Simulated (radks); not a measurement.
# Excited configurations of Ni³⁺

One table from this session's results is given with a row withheld; the runs are named, their logs left out.

The numbers are computed with radks (a radial shooting solver on a logarithmic mesh, Libxc functionals) version 1 (non-relativistic Kohn-Sham, SCAN, spin-unpolarised, spherical densities, point nucleus), except any that are marked as measured or tabulated.

1 further run of the same task is left out (it didn't finish).

### The system

```
element       : nickel (Z = 28)
charge        : +3
electrons     : 25
configuration : [Ar] 3d7
```

Outer shells as boxes (Hund's rule):

Ni³⁺
```
[Ar] core
3d [↑↓][↑↓][↑ ][↑ ][↑ ]
```

The first run:

Settings of this run:

```text
Z 28
configuration [Ar] 3d7
relativity non-relativistic
functional scan,scan
spin unpolarised
nucleus point
```

Steps of the session up to this table: Ground configuration: [Ar] 3d7.

One of the session's tables, all rows but one given; the rest of the session is left out.

It belongs to the step «Ground configuration: [Ar] 3d7». Sizes of the orbitals, from the radial functions (bohr):

```
level      <r>  outermost maximum (interpolated)  90 % within  nodes
   1s  0.05485                            0.0362       0.0977      0
   2s   0.2478                             0.207        0.383      1
   2p   0.2165                             0.166        0.354      0
   3s   0.7437                             0.646         1.11      2
   3p   0.7726                             0.649         1.19      1
   3d        ?                                 ?            ?      ?
```

Estimate the missing values for 3d.

The run gave: <r>: 0.8896; outermost maximum (interpolated): 0.621; 90 % within: 1.50; nodes: 0. In the column «<r>» it is the highest.

To keep in mind: Spin polarisation and multiplet splitting are left out, so open shells lie too high by an amount that depends on their filling.
